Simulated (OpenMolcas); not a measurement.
# One shape, several levels: triplet SnH3OF

We compute a comparison of 6 runs (UHF/STO-3G, UHF/3-21G, UBHLYP/def2-SVPD, UBLYP/def2-SVPD, UM06-2X/def2-SVPD, UM06-L/def2-SVPD) of triplet SnH3OF. 

The calculation is run with OpenMolcas 26.06.

### Step 1. Starting point

SnH3OF has 6 atoms, charge 0, and is taken as a triplet. SMILES of the parent species: `[OH][SnH2][F]`. The shape is that of a PBE0-D4/def2-TZVP optimisation. This is one conformer, not always the lowest. That shape belongs to the parent species and isn't relaxed for this state.

Bond lengths: O1–Sn2 1.948 Å, Sn2–F3 1.922 Å, O1–H4 0.960 Å, Sn2–H5 1.701 Å, Sn2–H6 1.692 Å. Angles: O1–Sn2–F3 105.3°, O1–Sn2–H5 111.8°, O1–Sn2–H6 106.0°, F3–Sn2–H5 104.3°, F3–Sn2–H6 107.5°, Sn2–O1–H4 114.0°, H5–Sn2–H6 120.8°.

### Step 2. The energy at UHF/STO-3G (run 1)

Contents of input.xyz:

```xyz
6

O     -1.414400    -0.333000    -0.425000
Sn     0.302300     0.255900     0.283700
F      1.409100    -1.315100     0.302100
H     -1.368600    -0.685700    -1.316700
H      1.096100     1.317100    -0.782100
H      0.017500     0.696700     1.891900
```

Contents of mol.inp:

```
&GATEWAY
BasLib = $CurrDir
Coord = input.xyz
Basis = STO-3G
Group = NoSym
&SEWARD
&SCF
UHF
Spin = 3
Thresholds = 1e-10 1e-07 1e-07 1e-05
PrOrbitals = 0
```

The basis set STO-3G is read from a file made from the Basis Set Exchange's data (not shown).

Command:

```sh
$ export MOLCAS_MEM=1860
$ pymolcas mol.inp > mol.log
```

Output:

```text
--- Start Module: gateway ---
[...]
--- Stop Module: gateway /rc=_RC_ALL_IS_WELL_ ---
--- Start Module: seward ---
[...]
      Basis functions           40
--- Stop Module: seward /rc=_RC_ALL_IS_WELL_ ---
[...]
--- Start Module: scf ---
[...]
       Convergence after  26 Iterations
[...]
::    Total SCF energy                              -6136.6862088411
[...]
      Total spin, S                                     1.0013466775
[...]
      Total electronic charge=   70.000000
      Total            charge=   -0.000000
[...]
      Dipole Moment (debye):
      Origin of the operator (angstrom)=    0.2542    0.0108    0.2074
                   X= -2.5752E+00               Y=  1.1291E-01               Z= -1.6898E+00           Total=  3.0822E+00
      Quadrupole Moment (debye*angstrom):
[...]
--- Stop Module: scf /rc=_RC_ALL_IS_WELL_ ---
[...]
```

It took 3.3 s on 1 thread of Intel Xeon Platinum 8259CL at 2.50GHz (Skylake/Cascade Lake), shared host; peak memory 0.38 GiB.

### Step 3. The energy at UHF/3-21G (run 2)

input.xyz is that of step 2.

Contents of mol.input:

```
* FH3OSn Hartree-Fock

&GATEWAY
 BasLib = $CurrDir
 Coord = input.xyz
 Basis = 3-21G
 Group = NoSym

&SEWARD

&SCF
 UHF
 Spin = 3
 Thresholds = 1e-10 1e-07 1e-07 1e-05
 PrOrbitals = 1 2
```

The basis set 3-21G is read from a file made from the Basis Set Exchange's data (not shown).

Command:

```sh
$ export MOLCAS_MEM=1860
$ pymolcas mol.input > mol.log
```

Output:

```text
--- Start Module: gateway ---
[...]
--- Stop Module: gateway /rc=_RC_ALL_IS_WELL_ ---
--- Start Module: seward ---
[...]
      Basis functions           55
--- Stop Module: seward /rc=_RC_ALL_IS_WELL_ ---
[...]
--- Start Module: scf ---
[...]
       Convergence after  28 Iterations
[...]
::    Total SCF energy                              -6171.1961748966
[...]
      Total spin, S                                     1.0015333696
[...]
      Total electronic charge=   70.000000
      Total            charge=   -0.000000
[...]
      Dipole Moment (debye):
      Origin of the operator (angstrom)=    0.2542    0.0108    0.2074
                   X= -2.7671E+00               Y=  1.3940E+00               Z= -1.1885E+00           Total=  3.3186E+00
      Quadrupole Moment (debye*angstrom):
[...]
--- Stop Module: scf /rc=_RC_ALL_IS_WELL_ ---
[...]
```

It took 4.8 s on 1 thread of Intel Xeon Platinum 8259CL at 2.50GHz (Skylake/Cascade Lake), shared host; peak memory 0.39 GiB.

Runs 3 to 5 aren't shown in full; the table further down has their settings and results.

### Step 4. The energy at UM06-L/def2-SVPD (core potential) (run 6)

Contents of calc.input:

```
&GATEWAY
  BasLib = $CurrDir
  BasisSet
  O.def2-SVPD....
  O1 -1.414400 -0.333000 -0.425000 angstrom
  End of Basis
  BasisSet
  Sn.def2-SVPD....
  Sn2 0.302300 0.255900 0.283700 angstrom
  End of Basis
  BasisSet
  F.def2-SVPD....
  F3 1.409100 -1.315100 0.302100 angstrom
  End of Basis
  BasisSet
  H.def2-SVPD....
  H4 -1.368600 -0.685700 -1.316700 angstrom
  H5 1.096100 1.317100 -0.782100 angstrom
  H6 0.017500 0.696700 1.891900 angstrom
  End of Basis

&SEWARD
  GridInput
  Grid=UltraFine
  End of Grid

&SCF
  UHF
  Spin = 3
  KSDFT = M06L
  Thresholds = 1e-10 1e-07 1e-07 1e-05
  PrOrbitals = 1 2
```

The basis set def2-SVPD is read from a file made from the Basis Set Exchange's data (not shown).

Command:

```sh
$ export MOLCAS_MEM=1860
$ pymolcas calc.input > calc.log
```

Output:

```text
--- Start Module: gateway ---
[...]
--- Stop Module: gateway /rc=_RC_ALL_IS_WELL_ ---
--- Start Module: seward ---
[...]
      Basis functions          102
--- Stop Module: seward /rc=_RC_ALL_IS_WELL_ ---
[...]
--- Start Module: scf ---
[...]
       Convergence after  37 Iterations
[...]
::    Total KS-DFT energy                            -390.9731256461
[...]
      Total spin, S                                     1.0036421346
[...]
      Total electronic charge=   42.000000
      Total            charge=   -0.000000
[...]
      Dipole Moment (debye):
      Origin of the operator (angstrom)=    0.2542    0.0108    0.2074
                   X= -1.1111E+00               Y=  1.3708E+00               Z= -1.2271E+00           Total=  2.1493E+00
      Quadrupole Moment (debye*angstrom):
[...]
--- Stop Module: scf /rc=_RC_ALL_IS_WELL_ ---
[...]
```

Run time: 3.2 min. Hardware: 1 thread of Intel Xeon Platinum 8259CL at 2.50GHz (Skylake/Cascade Lake), shared host; peak memory 0.58 GiB.

### Step 5. The series

```
run                               level  integration grid   energy (Eh)  dipole moment (D)  HOMO energy (eV)   ⟨S²⟩  wall time
  1                          UHF/STO-3G                 –  -6136.686209               3.08              0.10  2.004      3.3 s
  2                           UHF/3-21G                 –  -6171.196175               3.32             -4.43  2.005      4.8 s
  3   UBHLYP/def2-SVPD (core potential)         UltraFine   -390.685907               2.82             -3.96  2.008    2.6 min
  4    UBLYP/def2-SVPD (core potential)         UltraFine   -390.783845               2.08             -2.34  2.007    2.2 min
  5  UM06-2X/def2-SVPD (core potential)         UltraFine   -390.687571               2.65             -4.08  2.008    3.2 min
  6   UM06-L/def2-SVPD (core potential)         UltraFine   -390.973126               2.15             -1.97  2.011    3.2 min
```

### Step 6. Results

| quantity | value |
| --- | --- |
| run 6: total energy | -390.97313 Eh |
| run 6: dipole moment | 2.15 D |
| run 6: HOMO energy (highest over α and β) | -1.97 eV |
| run 6: ⟨S²⟩ | 2.011 |

The dipole moment (its size) runs from 2.08 D (UBLYP/def2-SVPD) to 3.32 D (UHF/3-21G). The two ends differ in method and basis and core potential. Totals of different functionals can't be ranked against each other. Some runs of one species differ in core potentials or relativity; totals across that change don't compare. In run 1 the basis is minimal, so the values are rough. In runs 1, 2 relativity is left out where basis or elements ask for it. All runs together took 11 min, the longest 3.2 min.
